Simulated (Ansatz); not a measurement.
**C3H5BClF: a ladder of functionals and wavefunction methods**

An exercise on one series of results from a longer session: the logs are not shown, and one member is left open.

Method: functionals in def2-TZVPP, the program's frozen cores in correlated methods; program: Ansatz 0.2.0, Gaussian basis.

The runs, in order: LDA (SPW92), PBE-D4, revPBE-D4, BLYP-D4, r2SCAN-D4, B97M-V, PBE0-D4, B3LYP-D4, r2SCANh-D4, r2SCAN0-D4, HSE06-D4, BHLYP-D4, CAM-B3LYP-D4, LC-ωPBE, ωB97X-V, ωB97M-V, B2PLYP, PBE-QIDH; CCSD(T)/def2-SVP; CCSD(T)/def2-TZVPP; MP2/def2-QZVPP; extrapolation to the limit; RPA on PBE.

### Structure used throughout

The geometry comes from an earlier relaxation with PBE0-D4 in a triple-zeta def2 set; it is a stationary point, not always the lowest conformer.

SMILES `C=C(C)B(F)Cl`, 11 atoms, charge 0, spin multiplicity 1.

Atoms are counted from 1 here; the program's logs count them from 0.

Bond lengths: C1–C2 1.337 Å, C1–H7 1.087 Å, C1–H8 1.084 Å, C2–C3 1.498 Å, C2–B4 1.548 Å, C3–H9 1.093 Å, C3–H10 1.093 Å, C3–H11 1.092 Å, B4–F5 1.321 Å, B4–Cl6 1.759 Å. Angles: C2–C1–H7 121.8°, C2–C1–H8 121.4°, H7–C1–H8 116.8°, C1–C2–C3 122.2°, C1–C2–B4 117.1°, C3–C2–B4 120.7°, C2–C3–H9 111.0°, C2–C3–H10 111.0°, C2–C3–H11 111.4°, H9–C3–H10 106.3°, H9–C3–H11 108.5°, H10–C3–H11 108.5°, C2–B4–F5 121.4°, C2–B4–Cl6 122.0°, F5–B4–Cl6 116.6°.

The first run:

File in.yaml:

```yaml
crystal:
  periodic: [false, false, false]
  atoms:
    - {symbol: C, position_ang: [-0.279963, -1.188108, -0.890655]}
    - {symbol: C, position_ang: [-0.058309, -0.111733, -0.129290]}
    - {symbol: C, position_ang: [0.856334, -0.148224, 1.056018]}
    - {symbol: B, position_ang: [-0.791802, 1.194156, -0.521745]}
    - {symbol: F, position_ang: [-1.601101, 1.242930, -1.565054]}
    - {symbol: Cl, position_ang: [-0.594639, 2.684521, 0.391159]}
    - {symbol: H, position_ang: [0.195109, -2.143697, -0.684231]}
    - {symbol: H, position_ang: [-0.944942, -1.148001, -1.746322]}
    - {symbol: H, position_ang: [0.323757, 0.125731, 1.970850]}
    - {symbol: H, position_ang: [1.669129, 0.574962, 0.946644]}
    - {symbol: H, position_ang: [1.291827, -1.139637, 1.193230]}
basis:
  gaussian: {orbitals: def2-TZVPP}
hamiltonian: {xc: lda}
output: {orbitals: {seedname: orbitals}}
```

Among the steps run: LDA; PBE-D4 (GGA); revPBE-D4 (GGA); BLYP-D4 (GGA); r2SCAN-D4 (meta-GGA); B97M-V (meta-GGA); PBE0-D4 (hybrid); B3LYP-D4 (hybrid); r2SCANh-D4 (hybrid); r2SCAN0-D4 (hybrid); HSE06-D4 (hybrid); BHLYP-D4 (hybrid); CAM-B3LYP-D4 (range-separated); LC-ωPBE (range-separated); ωB97X-V (range-separated); ωB97M-V (range-separated); B2PLYP (double hybrid); PBE-QIDH (double hybrid).

One table of the session follows, with a row left open; its other results are not shown here.

It belongs to the step «Frontier levels by functional». 

```
  functional  HOMO (eV)  LUMO (eV)  gap (eV)
 LDA (SPW92)      -7.12      -2.84      4.27
      PBE-D4      -6.95      -2.58      4.36
   revPBE-D4      -6.88      -2.48      4.40
     BLYP-D4      -6.78      -2.42      4.35
   r2SCAN-D4      -7.16      -2.39      4.78
      B97M-V      -7.16      -2.30      4.86
     PBE0-D4      -8.07      -1.65      6.41
    B3LYP-D4      -7.84      -1.85      5.98
  r2SCANh-D4      -7.58      -2.05      5.54
  r2SCAN0-D4      -8.22      -1.54      6.68
    HSE06-D4      -7.67      -2.04      5.63
    BHLYP-D4      -9.02      -0.57      8.44
CAM-B3LYP-D4          ?          ?         ?
     LC-ωPBE     -10.76       0.62     11.38
     ωB97X-V     -10.37       0.57     10.94
     ωB97M-V     -10.26       0.46     10.72
```

Estimate the missing values for CAM-B3LYP-D4.

As computed: HOMO (eV): -9.37; LUMO (eV): -0.51; gap (eV): 8.85. In the column «HOMO (eV)» it lies between ωB97M-V (-10.26) and BHLYP-D4 (-9.02).
